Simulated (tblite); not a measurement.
# C4H13BrGeN2O2Si: the cost of one run

Computed with tblite 0.8.0 and PySCF 2.14.0; each step states its level. No surroundings beyond the atoms listed, unless a continuum is named. Atoms count from 0, parts from 1.

## 1. Starting point

24 atoms, charge 0, multiplicity 1; geometry: rigid parts in contact. Parts: 1 = atoms 0–14, `CC(=O)N[SiH2]C=N`, charge 0; 2 = atoms 15–23, `C[O][GeH2][Br]`, charge 0.

## 2. Docking the parts with GFN2-xTB

The job: settings as JSON, then the geometry in Å.

```
{"job": {"kind": "dock", "xc": "GFN2-xTB", "basis": "xTB"}, "charge": 0, "multiplicity": 1, "parts": [{"atoms": "0-14", "charge": 0, "multiplicity": 1}, {"atoms": "15-23", "charge": 0, "multiplicity": 1}]}
C      2.584922     0.771592     0.165045
C      1.503936    -0.097337    -0.425644
O      1.693338    -0.938888    -1.280916
N      0.250321     0.089373     0.041576
Si    -0.981087    -0.920915    -0.663456
C     -2.533500    -0.323637     0.255743
N     -2.443651     0.600862     1.104450
H      2.357513     1.819143    -0.021571
H      2.637196     0.615278     1.240620
H      3.541917     0.523142    -0.284585
H      0.056283     0.780242     0.750418
H     -1.123122    -0.651342    -2.092367
H     -0.745101    -2.329973    -0.358060
H     -3.484373    -0.816677     0.008080
H     -3.314592     0.879140     1.560666
C     -0.972381     2.964503    -0.178664
O     -0.576814     2.518052    -1.461612
Ge     0.576571     3.213784    -2.560027
Br     0.045659     5.404396    -2.861759
H     -1.848718     2.380614     0.103732
H     -0.181360     2.801895     0.556490
H     -1.237522     4.025463    -0.187549
H      0.313331     2.414385    -3.796928
H      1.997244     3.185682    -2.031754
```

Method: GFN2-xTB search for minima from random contacts, gas phase.

The run is started by

```sh
OMP_NUM_THREADS=1 python cluster_run.py task.json out
```

This one command runs all jobs of the session in turn.

Q: Estimate the wall time of this first job on 1 thread of Arm Neoverse V1, shared host.

About 18 s.
